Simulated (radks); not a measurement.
# Ti²⁺ in [Ne] 3s2 3p4 3d2 4p2: an all-electron calculation

What are the levels of the titanium ion Ti2+, how large are its shells, and how does its energy divide?

The numbers are computed with radks (a radial shooting solver on a logarithmic mesh, Libxc functionals) version 1 (Dirac Kohn-Sham, AM05, spin-unpolarised, spherical densities, point nucleus; open shells fill j = l - 1/2 first), except any that are marked as measured or tabulated.

### Step 1. The system

| Property | Result |
| --- | --- |
| element | titanium (Z = 22) |
| charge | +2 |
| electrons | 20 |
| configuration | [Ne] 3s2 3p4 3d2 4p2 |

### Step 2. The run

The run's settings:

```text
Z 22
configuration [Ne] 3s2 3p4 3d2 4p2
relativity Dirac
functional am05,am05
spin unpolarised
j_filling energy
nucleus point
c 137.035999084
```

Started as:

```sh
$ python run_ks.py task.json out
```

This one command runs every case of the session in turn.

**Question.** What will this run give?

**Answer**, as computed:

```
                        quantity                   value
                    total energy      -847.60715 hartree
exchange-correlation share of it                  4.60 %
                            −T/E                  1.0095
          highest occupied level       4p1/2, -17.045 eV
    most extended occupied level  4p1/2, <r> = 2.96 bohr
 radius at density 0.001 e/bohr³               4.40 bohr
    maxima of the radial density                       3
```

**Reading.** The radial density shows 3 maxima for 4 occupied principal shells; where shells overlap, one shows as a shoulder or not at all. −T/E is 1.009: with relativity the kinetic term as defined here no longer equals −E. This is not the tabulated ground configuration, so its levels and sizes aren't those of the ground state, and no measured value stands beside it.
